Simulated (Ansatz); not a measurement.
# BBrF2: taking an electron away

How much energy removes an electron from BBrF2 at fixed geometry? The cation is run at each level and the neutral's energy taken from earlier runs.

Method: unrestricted cation, the program's frozen cores in correlated methods; program: Ansatz 0.2.0, Gaussian basis.

Levels to be run: UKS PBE-D4/def2-TZVPP; UKS r2SCAN-D4/def2-TZVPP; UKS PBE0-D4/def2-TZVPP; UKS B3LYP-D4/def2-TZVPP; UKS wB97X-V/def2-TZVPP; UKS wB97M-V/def2-TZVPP; UKS B2PLYP/def2-TZVPP; UHF-CCSD(T)/def2-TZVPP; UHF-MP2/def2-QZVPP; extrapolation to the limit; then −ε(HOMO) from the neutral's earlier runs with LDA (SPW92), PBE-D4, revPBE-D4, BLYP-D4, r2SCAN-D4, B97M-V, PBE0-D4, B3LYP-D4, r2SCANh-D4, r2SCAN0-D4, HSE06-D4, BHLYP-D4, CAM-B3LYP-D4, LC-ωPBE, ωB97X-V, ωB97M-V.

**1. Structure used throughout**

All runs share one geometry, relaxed beforehand with PBE0-D4 in a triple-zeta def2 set.

SMILES `FB(F)Br`, 4 atoms, charge 0, spin multiplicity 1.

Atoms are counted from 1 here; the program's logs count them from 0.

Bond lengths: F1–B2 1.309 Å, B2–F3 1.309 Å, B2–Br4 1.903 Å. Angles: F1–B2–F3 119.2°, F1–B2–Br4 120.4°, F3–B2–Br4 120.4°.

**2. Cation, UKS PBE-D4/def2-TZVPP**

File in.yaml:

```yaml
crystal:
  periodic: [false, false, false]
  atoms:
    - {symbol: F, position_ang: [-0.200871, -1.381466, -0.117516]}
    - {symbol: B, position_ang: [-0.114164, -0.078498, -0.027516]}
    - {symbol: F, position_ang: [-1.199664, 0.643720, -0.143426]}
    - {symbol: Br, position_ang: [1.570099, 0.755944, 0.268257]}
basis:
  gaussian: {orbitals: def2-TZVPP}
total_charge: 1
magnetization: {spin_polarized: true, initial_magnetization: 1}
hamiltonian: {xc: pbe, dispersion: d4}
```

The run is started by

```bash
$ ansatz run in.yaml --threads 4 --pin off --events-out ev --progress --plain --max-ram 10444MiB
```

Standard output:

```text
Functional definition: PBE
  name "PBE"
  cite "Perdew, Burke & Ernzerhof, Phys. Rev. Lett. 77, 3865 (1996) doi:10.1103/PhysRevLett.77.3865"
  parent pbe
  parameter kappa = 0.804
  parameter beta = 0.06672455060314922
  exchange = pbe_x(kappa = kappa, mu = beta*pi^2/3)
  correlation = pbe_c(beta = beta)
857 factors; their error is unknown
mean field evaluation 1: about -76119.5071 eV, gradient 6.9e1 eV
mean field evaluation 2: about -75987.4480 eV, gradient 2.0e2 eV
mean field evaluation 4: about -76133.9012 eV, gradient 1.7e1 eV
mean field evaluation 8: about -76134.9601 eV, gradient 8.1e-2 eV
mean field evaluation 16: about -76134.9344 eV, gradient 3.4e-5 eV
mean field evaluation 32: about -76134.9342 eV, gradient 1.4e-1 eV
mean field evaluation 64: about -76134.7460 eV, gradient 1.6e0 eV
mean field -76134.93441131 eV, -2797.9072335034 hartree, gradient 1.8e-5 eV, S^2 0.752217; 7 other end points of the search recorded, 0 dependent functions left out
reference -76134.93444233 eV, -2797.9072346435 hartree; 29, 28 occupied and 112, 113 virtual orbitals, 857 factors
Total energy: -76134.99893217 eV, -2797.9096046014 hartree
```

Run time: 6 s. Hardware: 4 threads of Arm Neoverse V2, shared host; peak memory 0.29 GiB.

The neutral molecule at this level: -76146.5971 eV. Difference: 11.598 eV. ⟨S²⟩ = 0.752.

**3. Cation, UKS r2SCAN-D4/def2-TZVPP**

Changes to in.yaml since step 2:

```diff
@@ -11,2 +11,2 @@
 magnetization: {spin_polarized: true, initial_magnetization: 1}
-hamiltonian: {xc: pbe, dispersion: d4}
+hamiltonian: {xc: r2scan, dispersion: d4}
```

Launched as before.

Standard output, cut to the lines that bear on the results:

```text
Functional definition: r2SCAN
  name "r2SCAN"
  cite "Furness, Kaplan, Ning, Perdew & Sun, J. Phys. Chem. Lett. 11, 8208 (2020) doi:10.1021/acs.jpclett.0c02405"
  cite "Furness, Kaplan, Ning, Perdew & Sun, J. Phys. Chem. Lett. 11, 9248 (2020) doi:10.1021/acs.jpclett.0c03077"
  parent r2scan
[...]
857 factors; their error is unknown
[...]
mean field -76148.49066731 eV, -2798.4054167229 hartree, gradient 4.0e-6 eV, S^2 0.754348; 6 other end points of the search recorded, 0 dependent functions left out
reference -76148.49067727 eV, -2798.4054170890 hartree; 29, 28 occupied and 112, 113 virtual orbitals, 857 factors
Total energy: -76148.50456015 eV, -2798.4059272752 hartree
```

Wall time 18 s (4 threads of Arm Neoverse V2, shared host); peak memory 0.36 GiB.

Less the neutral's -76160.2709 eV (earlier run), this gives 11.766 eV. ⟨S²⟩ = 0.754.

**4. Cation, UKS PBE0-D4/def2-TZVPP**

Changes to in.yaml since step 3:

```diff
@@ -11,2 +11,2 @@
 magnetization: {spin_polarized: true, initial_magnetization: 1}
-hamiltonian: {xc: r2scan, dispersion: d4}
+hamiltonian: {xc: pbe0, dispersion: d4}
```

Launched as before.

Standard output:

```text
Functional definition: PBE0
  name "PBE0"
  cite "Adamo & Barone, J. Chem. Phys. 110, 6158 (1999) doi:10.1063/1.478522"
  cite "Perdew, Burke & Ernzerhof, Phys. Rev. Lett. 77, 3865 (1996) doi:10.1103/PhysRevLett.77.3865"
  parent pbe
  parameter a = 0.25
  parameter kappa = 0.804
  parameter beta = 0.06672455060314922
  exchange = (1 - a)*pbe_x(kappa = kappa, mu = beta*pi^2/3) + a*exact_x
  correlation = pbe_c(beta = beta)
894 factors; their error is unknown
mean field evaluation 1: about -76126.0758 eV, gradient 5.9e1 eV
mean field evaluation 2: about -76082.5027 eV, gradient 1.2e2 eV
mean field evaluation 4: about -76136.7430 eV, gradient 3.7e0 eV
mean field evaluation 8: about -76137.2599 eV, gradient 3.1e-1 eV
mean field evaluation 16: about -76137.2601 eV, gradient 2.9e-5 eV
mean field -76137.26007628 eV, -2797.9927001147 hartree, gradient 6.8e-6 eV, S^2 0.753590; 1 other end points of the search recorded, 0 dependent functions left out
reference -76137.26009892 eV, -2797.9927009469 hartree; 29, 28 occupied and 112, 113 virtual orbitals, 894 factors
Total energy: -76137.31364074 eV, -2797.9946685723 hartree
```

It took 4 s on 4 threads of Arm Neoverse V2, shared host; peak memory 0.54 GiB.

Less the neutral's -76149.1187 eV (earlier run), this gives 11.805 eV. ⟨S²⟩ = 0.754.

**5. Cation, UKS B3LYP-D4/def2-TZVPP**

Changes to in.yaml since step 4:

```diff
@@ -11,2 +11,2 @@
 magnetization: {spin_polarized: true, initial_magnetization: 1}
-hamiltonian: {xc: pbe0, dispersion: d4}
+hamiltonian: {xc: {name: B3LYP}, dispersion: d4}
```

The command is unchanged.

Standard output, cut to the lines that bear on the results:

```text
Functional definition: B3LYP
  name "B3LYP"
  cite "Stephens, Devlin, Chabalowski & Frisch, J. Phys. Chem. 98, 11623 (1994) doi:10.1021/j100096a001"
  cite "Becke, Phys. Rev. A 38, 3098 (1988) doi:10.1103/PhysRevA.38.3098"
  cite "Lee, Yang & Parr, Phys. Rev. B 37, 785 (1988) doi:10.1103/PhysRevB.37.785"
  cite "Vosko, Wilk & Nusair, Can. J. Phys. 58, 1200 (1980) doi:10.1139/p80-159"
[...]
894 factors; their error is unknown
[...]
mean field -76152.27433014 eV, -2798.5444637671 hartree, gradient 2.0e-6 eV, S^2 0.752604; 1 other end points of the search recorded, 0 dependent functions left out
reference -76152.27452218 eV, -2798.5444708244 hartree; 29, 28 occupied and 112, 113 virtual orbitals, 894 factors
Total energy: -76152.38096210 eV, -2798.5483824196 hartree
```

Run time: 4.3 s. Hardware: 4 threads of Arm Neoverse V2, shared host; peak memory 0.54 GiB.

Less the neutral's -76164.2240 eV (earlier run), this gives 11.843 eV. ⟨S²⟩ = 0.753.

**6. Cation, UKS wB97X-V/def2-TZVPP**

Changes to in.yaml since step 5:

```diff
@@ -11,2 +11,2 @@
 magnetization: {spin_polarized: true, initial_magnetization: 1}
-hamiltonian: {xc: {name: B3LYP}, dispersion: d4}
+hamiltonian: {xc: {name: wB97X-V}}
```

Launched as before.

Standard output, cut to the lines that bear on the results:

```text
Functional definition: wB97X-V
  name "wB97X-V"
  cite "Mardirossian & Head-Gordon, Phys. Chem. Chem. Phys. 16, 9904 (2014) doi:10.1039/C3CP54374A"
  cite "Becke, J. Chem. Phys. 107, 8554 (1997) doi:10.1063/1.475007"
  cite "Vydrov & Van Voorhis, J. Chem. Phys. 133, 244103 (2010) doi:10.1063/1.3521275"
[...]
      + integral(e_c_pw_opposite_spin*poly(b97_u_opposite, cos0, cos1)) + vv10(b, c)
894 factors; their error is unknown
150 factors; integrals over basis functions are off by at most 7.1e-5 eV
[...]
mean field -76142.96379895 eV, -2798.2023080568 hartree, gradient 7.3e-6 eV, S^2 0.752670; 1 other end points of the search recorded, 0 dependent functions left out
reference -76142.96379758 eV, -2798.2023080065 hartree; 29, 28 occupied and 112, 113 virtual orbitals, 894 factors
Total energy: -76142.96379758 eV, -2798.2023080065 hartree
```

Run time: 12 s. Hardware: 4 threads of Arm Neoverse V2, shared host; peak memory 0.66 GiB.

Less the neutral's -76154.8162 eV (earlier run), this gives 11.852 eV. ⟨S²⟩ = 0.753.

**7. Cation, UKS wB97M-V/def2-TZVPP**

Changes to in.yaml since step 6:

```diff
@@ -11,2 +11,2 @@
 magnetization: {spin_polarized: true, initial_magnetization: 1}
-hamiltonian: {xc: {name: wB97X-V}}
+hamiltonian: {xc: {name: wB97M-V}}
```

The command is unchanged.

Standard output, cut to the lines that bear on the results:

```text
Functional definition: wB97M-V
  name "wB97M-V"
  cite "Mardirossian & Head-Gordon, J. Chem. Phys. 144, 214110 (2016) doi:10.1063/1.4952647"
  cite "Becke, J. Chem. Phys. 107, 8554 (1997) doi:10.1063/1.475007"
  cite "Vydrov & Van Voorhis, J. Chem. Phys. 133, 244103 (2010) doi:10.1063/1.3521275"
  # Of w^i u^j: cxij and so on, Table III.
[...]
  gx(w, u) = 1 - cx + cx01*u + cx10*w
  gss(w, u) = css00 + css04*u^4 + css10*w + css20*w^2 + css43*w^4*u^3
  gos(w, u) = cos00 + cos10*w + (cos20 + cos21*u)*w^2 + (cos60 + cos61*u)*w^6
[...]
      + integral(e_c_pw_mod_opposite_spin*gos(b97_w_opposite, b97_u_opposite)) + vv10(b, c)
889 factors; their error is unknown
150 factors; integrals over basis functions are off by at most 7.1e-5 eV
[...]
mean field -76146.16463385 eV, -2798.3199365697 hartree, gradient 2.8e-6 eV, S^2 0.752486; 1 other end points of the search recorded, 0 dependent functions left out
reference -76146.16467129 eV, -2798.3199379457 hartree; 29, 28 occupied and 112, 113 virtual orbitals, 889 factors
Total energy: -76146.16467129 eV, -2798.3199379457 hartree
```

Run time: 15 s. Hardware: 4 threads of Arm Neoverse V2, shared host; peak memory 0.71 GiB.

The neutral molecule at this level: -76157.9485 eV. Difference: 11.784 eV. ⟨S²⟩ = 0.752.

**8. Cation, UKS B2PLYP (frozen core)/def2-TZVPP**

Changes to in.yaml since step 7:

```diff
@@ -11,2 +11,2 @@
 magnetization: {spin_polarized: true, initial_magnetization: 1}
-hamiltonian: {xc: {name: wB97M-V}}
+hamiltonian: {xc: {name: B2PLYP}}
```

The command is unchanged.

Standard output, cut to the lines that bear on the results:

```text
Functional definition: B2PLYP
  name "B2PLYP"
  cite "Grimme, J. Chem. Phys. 124, 034108 (2006) doi:10.1063/1.2148954"
  cite "Becke, Phys. Rev. A 38, 3098 (1988) doi:10.1103/PhysRevA.38.3098"
  cite "Lee, Yang & Parr, Phys. Rev. B 37, 785 (1988) doi:10.1103/PhysRevB.37.785"
[...]
947 factors; integrals over basis functions are off by at most 9.2e-4 eV
[...]
mean field -76130.43846595 eV, -2797.7420105590 hartree, gradient 2.0e-6 eV, S^2 0.754765; 4 other end points of the search recorded, 0 dependent functions left out
12 core orbitals not correlated: weight in the atoms' cores, before any rotation towards them, 1.000 or more for the frozen orbitals, at most 0.000 for the correlated occupied ones
reference -76130.43858550 eV, -2797.7420149524 hartree; 17, 16 occupied and 112, 113 virtual orbitals, 947 factors
second order -26.75321568 eV of doubles, -0.00000000 eV of singles
Total energy: -76137.66195373 eV, -2798.0074688388 hartree
```

Run time: 9 s. Hardware: 4 threads of Arm Neoverse V2, shared host; peak memory 0.55 GiB.

The neutral molecule at this level: -76149.4632 eV. Difference: 11.801 eV. ⟨S²⟩ = 0.755.

**9. Cation, UHF-CCSD(T)/def2-TZVPP**

Changes to in.yaml since step 8:

```diff
@@ -11,2 +11,3 @@
 magnetization: {spin_polarized: true, initial_magnetization: 1}
-hamiltonian: {xc: {name: B2PLYP}}
+correlation: {method: ccsd_t}
+scf: {omitted_lower_state_checks: [cluster_reference]}
```

Same command.

Standard output, cut to the lines that bear on the results:

```text
Functional definition: HF
  name "HF"
  cite "Fock, Z. Phys. 61, 126 (1930) doi:10.1007/BF01340294"
  parent pbe
[...]
947 factors; integrals over basis functions are off by at most 9.2e-4 eV
[...]
mean field -76078.73325144 eV, -2795.8418789730 hartree, gradient 1.7e-6 eV, S^2 0.759809; 7 other end points of the search recorded, 0 dependent functions left out
12 core orbitals not correlated: weight in the atoms' cores, before any rotation towards them, 1.000 or more for the frozen orbitals, at most 0.000 for the correlated occupied ones
reference -76078.73325144 eV, -2795.8418789730 hartree; 17, 16 occupied and 112, 113 virtual orbitals, 947 factors
second order -22.47172381 eV of doubles, -0.00000000 eV of singles
cycle   1  -22.18235660 eV  change    2.9e-1 eV  update   1.0e-1
[...]
cycle  12  -22.75128635 eV  change   -3.7e-5 eV  update   1.3e-5
perturbative correction -0.71865115 eV, -0.0264099428 hartree
Total energy: -76102.20318894 eV, -2796.7043832677 hartree
Checks for a lower state left out: cluster_reference
```

Run time: 27 s. Hardware: 4 threads of Arm Neoverse V2, shared host; peak memory 1.5 GiB.

The neutral molecule at this level: -76113.9856 eV. Difference: 11.782 eV. ⟨S²⟩ = 0.760. T1 = 0.013 (report).

**10. Cation, UHF-MP2/def2-QZVPP**

Changes to in.yaml since step 9:

```diff
@@ -8,6 +8,6 @@
 basis:
-  gaussian: {orbitals: def2-TZVPP}
+  gaussian: {orbitals: "def2-QZVPP.json"}
 total_charge: 1
 magnetization: {spin_polarized: true, initial_magnetization: 1}
-correlation: {method: ccsd_t}
+correlation: {method: mp2}
 scf: {omitted_lower_state_checks: [cluster_reference]}
```

Same command.

Standard output, cut to the lines that bear on the results:

```text
Functional definition: HF
  name "HF"
  cite "Fock, Z. Phys. 61, 126 (1930) doi:10.1007/BF01340294"
  parent pbe
[...]
1677 factors; integrals over basis functions are off by at most 6.4e-4 eV
[...]
mean field -76080.36445671 eV, -2795.9018246610 hartree, gradient 2.2e-6 eV, S^2 0.760221; 7 other end points of the search recorded, 0 dependent functions left out
12 core orbitals not correlated: weight in the atoms' cores, before any rotation towards them, 1.000 or more for the frozen orbitals, at most 0.000 for the correlated occupied ones
reference -76080.36445671 eV, -2795.9018246610 hartree; 17, 16 occupied and 231, 232 virtual orbitals, 1677 factors
second order -32.45165869 eV of doubles, -0.00000000 eV of singles
Total energy: -76112.81611541 eV, -2797.0944011215 hartree
Checks for a lower state left out: cluster_reference
```

Wall time 22 s (4 threads of Arm Neoverse V2, shared host); peak memory 0.96 GiB.

Less the neutral's -76124.8320 eV (earlier run), this gives 12.016 eV. ⟨S²⟩ = 0.760.

**11. The basis-set limit**

This step is arithmetic on the last runs, with X = 3 and 4: exp(−7.88√X) for Hartree-Fock, X^−2.97 for correlation; only MP2 was run in the larger set, so CCSD(T) minus MP2 is added from the smaller one.

```
  level  energy at the limit (eV)
     HF               -76080.5891
    MP2               -76120.4333
   CCSD               -76120.7129
CCSD(T)               -76121.4315
```

This is no true limit for total energies: MP2 correlation changes by a factor of 1.44 from triple to quadruple zeta (about 1.07 in light molecules), because outer-core shells are correlated in sets not made for them. Much of that cancels between molecule and atoms or ions.

The neutral's limit, from its own earlier runs, is -76133.4718 eV in the additive form (MP2 limit plus CCSD(T) minus MP2 in triple zeta), in which the cation has -76121.4315 eV.

**12. Ionisation energies side by side**

Differences are taken before rounding.

| method | ionisation energy (eV) | from CCSD(T)/CBS (eV) | time |
| --- | --- | --- | --- |
| PBE-D4 | 11.60 | -0.44 | 6.8 s |
| r2SCAN-D4 | 11.77 | -0.27 | 20 s |
| PBE0-D4 | 11.81 | -0.24 | 4.9 s |
| B3LYP-D4 | 11.84 | -0.20 | 5.5 s |
| ωB97X-V | 11.85 | -0.19 | 15 s |
| ωB97M-V | 11.78 | -0.26 | 19 s |
| B2PLYP | 11.80 | -0.24 | 11 s |
| HF/def2-TZVPP | 10.91 | -1.13 |  |
| MP2/def2-TZVPP | 11.87 | -0.17 |  |
| CCSD/def2-TZVPP | 11.75 | -0.29 |  |
| CCSD(T)/def2-TZVPP | 11.78 | -0.26 | 33 s |
| CCSD(T)/CBS | 12.04 | 0 | 59 s |

Among the levels timed on like hardware and quicker than the yardstick, those that no quicker one beats, quickest first: PBE0-D4 (4.9 s, -0.24 eV); B3LYP-D4 (5.5 s, -0.20 eV); ωB97X-V (15 s, -0.19 eV).

Times add the cation's run and the neutral's; HF, MP2 and CCSD come out of the CCSD(T) runs.

Orbital estimates, from the neutral's runs:

```csv
functional,−ε(HOMO) (eV),by energy difference (eV)
LDA (SPW92),7.88,
PBE-D4,7.70,11.60
revPBE-D4,7.63,
BLYP-D4,7.52,
r2SCAN-D4,8.06,11.77
B97M-V,8.13,
PBE0-D4,9.08,11.81
B3LYP-D4,8.80,11.84
r2SCANh-D4,8.56,
r2SCAN0-D4,9.32,
HSE06-D4,8.68,
BHLYP-D4,10.29,
CAM-B3LYP-D4,10.45,
LC-ωPBE,11.87,
ωB97X-V,11.49,11.85
ωB97M-V,11.34,11.78
```

**13. What came out**

| quantity | value |
| --- | --- |
| ionisation energy, CCSD(T)/CBS | 12.04 eV |
| nearest functional by difference | ωB97X-V (-0.19 eV) |
| nearest −ε(HOMO) | LC-ωPBE (-0.17 eV) |
| −ε(HOMO) of PBE | 7.70 eV |
| T1 of the cation | 0.013 |

What this shows: By cation minus neutral, the functionals miss by 0.44 eV at most. The PBE orbital energy is 4.3 eV too small: a semilocal HOMO is no ionisation energy. Among orbital estimates LC-ωPBE comes nearest. Hartree-Fock falls 1.13 eV short, as the neutral has more correlation energy than the cation. The cation may have settled in a state other than its lowest; no search over hole states beyond the program's own was made. Correlated methods include outer-core shells of Br, which these sets cover unevenly. With outer-core shells in play the reference is unsure by up to some tenths of an eV, so close misses can't be ranked.

For cost: ωB97X-V gets within 0.19 eV in 15 s, where CCSD(T)/CBS took 59 s; the quickest level in the cost chart, PBE0-D4, takes 4.9 s and misses by 0.24 eV.
